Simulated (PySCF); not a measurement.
# r2SCAN/def2-SVP run of C4H7Al (SMILES CC#[C][AlH][CH3])

What is the vertical ionisation energy of C4H7Al at r2SCAN/def2-SVP? 

The results are computed with PySCF 2.14.0.

## (1) The structure to begin with

The species is C4H7Al (12 atoms), meant as a singlet with charge 0. As SMILES, `CC#[C][AlH][CH3]`. The shape comes from GFN2-xTB, which is rough for such elements, and wasn't checked as a minimum.

Bond lengths: C1–C2 1.448 Å, C2–C3 1.217 Å, C3–Al4 1.939 Å, Al4–C5 1.991 Å, C1–H6 1.091 Å, C1–H7 1.090 Å, C1–H8 1.090 Å, Al4–H9 1.550 Å, C5–H10 1.097 Å, C5–H11 1.097 Å, C5–H12 1.098 Å. Some angles: C1–C2–C3 179.6°, C2–C3–Al4 178.4°, C3–Al4–C5 127.3°, C2–C1–H6 110.1°, C2–C1–H7 110.0°, C2–C1–H8 110.1°, C3–Al4–H9 115.1°, C5–Al4–H9 117.6°, Al4–C5–H10 112.9°, Al4–C5–H11 112.5°.

## (2) A single-point energy at r2SCAN/def2-SVP

job.py

```python
from pyscf import gto, dft

mol = gto.Mole()
mol.atom = [
    ('C', (-0.162730, -3.099470, 0.290160)),
    ('C', (-0.216060, -1.652690, 0.328910)),
    ('C', (-0.253590, -0.436940, 0.358830)),
    ('Al', (-0.338680, 1.497720, 0.454640)),
    ('C', (0.513060, 2.805590, -0.780960)),
    ('H', (0.020740, -3.440610, -0.729270)),
    ('H', (0.640480, -3.460740, 0.932960)),
    ('H', (-1.107670, -3.518180, 0.637760)),
    ('H', (-1.169800, 2.062230, 1.634310)),
    ('H', (1.608280, 2.742920, -0.779730)),
    ('H', (0.206740, 2.658110, -1.824230)),
    ('H', (0.259230, 3.842060, -0.523380)),
]
mol.max_memory = 1860
mol.basis = 'def2-svp'
mol.charge = 0
mol.verbose = 3
mol.build()

mf = dft.RKS(mol, xc='r2scan')
mf.conv_tol = 1e-10
mf.grids.level = 6
mf.kernel()
if not mf.converged:
    mf = mf.newton().run(mf.mo_coeff, mf.mo_occ)

etot = mf.e_tot
print('E(%s) = %.9f' % ('R2SCAN', etot))
```

Launch:

```console
$ OMP_NUM_THREADS=1 python job.py
```

Output:

```text
converged SCF energy = -398.695469613805
E(R2SCAN) = -398.695469614
```

It took 1.8 min on 1 thread of Arm Neoverse V1, shared host; peak memory 0.65 GiB.

## (3) The doublet cation at the same level

start.xyz

```xyz
12
C4H7Al
C     -0.162730    -3.099470     0.290160
C     -0.216060    -1.652690     0.328910
C     -0.253590    -0.436940     0.358830
Al    -0.338680     1.497720     0.454640
C      0.513060     2.805590    -0.780960
H      0.020740    -3.440610    -0.729270
H      0.640480    -3.460740     0.932960
H     -1.107670    -3.518180     0.637760
H     -1.169800     2.062230     1.634310
H      1.608280     2.742920    -0.779730
H      0.206740     2.658110    -1.824230
H      0.259230     3.842060    -0.523380
```

run.py

```python
from pyscf import gto, dft

mol = gto.M(
    atom='start.xyz',
    spin=1,
    verbose=3,
    basis='def2-svp',
    charge=1,
    max_memory=1860,
)

mf = dft.UKS(mol, xc='r2scan')
mf.conv_tol = 1e-10
mf.grids.level = 6
mf.kernel()
if not mf.converged:
    mf = mf.newton().run(mf.mo_coeff, mf.mo_occ)

e_tot = mf.e_tot
print('E = %.10f Eh' % e_tot)
```

Launch:

```console
$ OMP_NUM_THREADS=1 python run.py
```

Output:

```text
WARN: HOMO -0.329193045814101 >= LUMO -0.329193045814103

converged SCF energy = -398.365212073766  <S^2> = 0.75637442  2S+1 = 2.0063643
E = -398.3652120738 Eh
```

Wall time 5.2 min (1 thread of Arm Neoverse V1, shared host); peak memory 0.67 GiB.

## (4) Summary of results

Level: r2SCAN/def2-SVP.

```
                                          quantity          value
                      singlet C4H7Al: total energy  -398.69547 Eh
                     singlet C4H7Al: dipole moment         1.66 D
                       singlet C4H7Al: HOMO energy       -6.33 eV
                       singlet C4H7Al: LUMO energy       -1.70 eV
                     singlet C4H7Al: HOMO–LUMO gap        4.63 eV
                      doublet cation: total energy  -398.36521 Eh
doublet cation: HOMO energy (highest over α and β)      -12.34 eV
 doublet cation: LUMO energy (lowest over α and β)      -11.58 eV
                              doublet cation: ⟨S²⟩          0.756
vertical ionisation energy (to the doublet cation)       8.987 eV
```

In words: The vertical ionisation energy comes to 8.99 eV (867 kJ/mol). The negative HOMO energy of the first species, 6.33 eV, lies 2.66 eV below that difference.
